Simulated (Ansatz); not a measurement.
Runs of Ansatz 0.2.0 on Co. The cell holds a slab with vacuum, 5 atoms: a = 2.519 Å, b = 2.519 Å, c = 23.182 Å, α = 90.00°, β = 90.00°, γ = 120.00°. The slab is cut from a database's or a generator's crystal, which needn't be the stable form of the element.

```csv
level,cutoff (eV),gap on the mesh (eV),moment (μB),largest force (eV/Å),work function (eV)
PBEsol,420,none,(c),0.79,4.95
LDA,420,none,(a),1.02,5.19
RPBE,420,none,8.69,0.34,4.71
PBE,420,none,8.60,0.51,(b)
r2SCAN,500,none,8.93,0.61,4.90
```

Alike in all rows: task relaxation of the atoms; potentials or basis Ansatz PAW; spin collinear, ferromagnetic start; cell atoms relaxed from: the (0 0 1) slab of Co, cut from the database cell, not relaxed; k mesh 12 × 12 × 1; smearing fermi-dirac 0.05 eV.

Question: Fill in the values left out.

Answer: (a) 8.32; (b) 4.85; (c) 8.53.

Caveats: the PAW data sets come from PBE, with cores solved anew for the run's functional, which leaves a small shift of forces and pressure (some runs); the magnetic or orbital state may not be the lowest (some runs).

A gap of «none» marks a metal or a gap under the smearing width.
